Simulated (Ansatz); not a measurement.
# Al: the cost of one run

Computed with Ansatz 0.2.0 (DFT PBEsol, scalar-relativistic, plane waves, PAW, unless a step's input says otherwise).

## Step 1: The system as given

It takes space group Fm-3m (No. 225, cubic). The conventional cell has a = 4.048 Å, b = 4.048 Å, c = 4.048 Å, α = 90.00°, β = 90.00°, γ = 90.00°. Around Al (site symmetry m-3m) lie 12 Al at 2.86 Å.

Coordinates:

```
CELL_PARAMETERS angstrom
2.02398 -2.02398 0.00000
2.02398 0.00000 -2.02398
8.09592 8.09592 8.09592
ATOMIC_POSITIONS crystal
Al 0.66667 0.66667 0.16667
Al 0.00000 0.00000 0.00000
Al 0.33333 0.33333 0.33333
Al 0.66667 0.66667 0.66667
Al 0.00000 0.00000 0.50000
Al 0.33333 0.33333 0.83333
```

No relaxation comes first: the listed cell is the starting point.

## Step 2: Zero of energy

The cell is repeated 6 times, 6 atoms in all. The reference gives a free energy of -3147.2807 eV, pressure -1.91 GPa, largest force 0.000 eV/Å and gap on the mesh none (metal). It was computed beforehand with the settings of the runs below.

## Step 3: Setting up a γ-surface

The cut lies on the cell's a–b face, a (1 1 1) plane of area 7.10 Å², between layers 2.34 Å apart (Al below, Al above); the cell is 14.0 Å thick. Vector c is tilted by p·a + q·b with the atoms' Cartesian places fixed: one unrelaxed fault per cell.

## Step 4: At p = 0.000, q = 0.333

The input, input.yaml:

```yaml
crystal:
  lattice:
    - [2.02398, -2.02398, 0.0]
    - [2.02398, 0.0, -2.02398]
    - [8.77058, 8.09592, 7.42126]
  atoms:
    - { symbol: Al, position: [0.6666666667, 0.6388944444, 0.0833166667] }
    - { symbol: Al, position: [0.0, -0.30555, 0.91665] }
    - { symbol: Al, position: [0.3333333333, 0.2500055556, 0.2499833333] }
    - { symbol: Al, position: [0.6666666667, 0.4722277778, 0.5833166667] }
    - { symbol: Al, position: [0.0, -0.1388833333, 0.41665] }
    - { symbol: Al, position: [0.3333333333, 0.0833388889, 0.7499833333] }
basis:
  ecutwfc: 420
kpoints:
  mp_grid: { grid: [19, 19, 4] }
hamiltonian:
  xc: pbesol
scf:
  occupations: { method: gaussian, width: 0.15 }
output:
  forces: true
  stress: true
  eigenvalues: true
```

Command:

```bash
$ ansatz run input.yaml --threads 2 --pin off --max-ram 5120MiB --backend cpu --events-out ev --progress --plain --runs-dir out
```

**Question.** How long does this run take on 2 threads of AMD EPYC 9R45 (Zen 5), shared host, and how much memory does it need?

About 8.7 s, with a peak of 1.1 GiB.
